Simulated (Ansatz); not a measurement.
# SiAsH₃ (singlet): the correlation ladder, cc-pVDZ

One table from this session's results is given with a row withheld; the runs are named, their logs left out.

The runs use Ansatz 0.2.0, Gaussian basis; cc-pVDZ, core rule «outside noble gas», up to 19 orbitals frozen.

The runs, in order: UHF; CCSD(T) on RHF; CCSD(T) on UHF; BCCD(T) on RHF; CISD; CCSDT(Q) on RHF; CCSDT(Q) on UHF.

12 further runs of the same task are left out: 6 that didn't finish, 6 set aside as unsound or not needed. Runs told in other sessions of the task aren't counted.

## What is computed

The geometry is a PBE0/def2-TZVP stationary point (not a proven minimum). No spin-orbit coupling is included. The filled d shell of As may be among the frozen orbitals whatever the setting's name suggests.

5 atoms, charge 0, spin multiplicity 1.

Atoms are counted from 1 here; the program's logs count them from 0.

Bond lengths: Si1–As2 2.341 Å, Si1–H3 1.526 Å, As2–H4 1.513 Å, As2–H5 1.514 Å. Angles: As2–Si1–H3 89.5°, Si1–As2–H4 102.3°, Si1–As2–H5 100.9°, H4–As2–H5 97.5°.

Geometry (Å):

```csv
atom,x (Å),y (Å),z (Å)
Si1,-0.0425,0.0961,1.7013
As2,0.0397,-0.0184,-0.6352
H3,0.0268,-1.4266,1.7640
H4,-0.9982,-1.0753,-0.9439
H5,-0.7910,1.1908,-1.0096
```

The first run:

Input file in.yaml:

```yaml
crystal:
  periodic: [false, false, false]
  atoms:
    - {symbol: Si, position_ang: [-0.042523, 0.096063, 1.701345]}
    - {symbol: As, position_ang: [0.039651, -0.018372, -0.635225]}
    - {symbol: H, position_ang: [0.026769, -1.426596, 1.763999]}
    - {symbol: H, position_ang: [-0.998195, -1.075279, -0.943937]}
    - {symbol: H, position_ang: [-0.790994, 1.190790, -1.009616]}
basis:
  gaussian: {orbitals: cc-pVDZ}
magnetization: {spin_polarized: true, initial_magnetization: 0}
hamiltonian: {xc: hf}
output: {orbitals: {seedname: orbitals}}
```

Command:

```
ansatz run in.yaml --threads 1 --pin off --events-out ev --progress --plain --max-ram 2393MiB
```

Steps of the session up to this table: UHF; CCSD(T) on RHF; CCSD(T) on UHF; BCCD(T) on RHF; CISD; CCSDT(Q) on RHF; CCSDT(Q) on UHF.

One table of the session follows, with a row left open; its other results are not shown here.

```
   method  from RCCSDT(Q) (meV)
      RHF               +6743.0
      UHF               +6696.7
     RMP2               +1405.9
     CISD                +887.5
    RCCSD                +250.0
 RCCSD(T)                 +47.2
  BCCD(T)                     ?
   RCCSDT                 +13.3
RCCSDT(Q)                     0
```

Q: Estimate the row for BCCD(T) from the others.

**Answer.** from RCCSDT(Q) (meV): +46.0. In the column «from RCCSDT(Q) (meV)» it lies between RCCSDT (+13.3) and RCCSD(T) (+47.2).

Not comparable, so not listed: CCSD(T) on UHF; CCSDT(Q) on UHF (they don't share determinant, frozen orbitals or solution with the rows shown, or repeat one).

Limits of these values: Warnings: restricted reference is unstable; spin contamination.
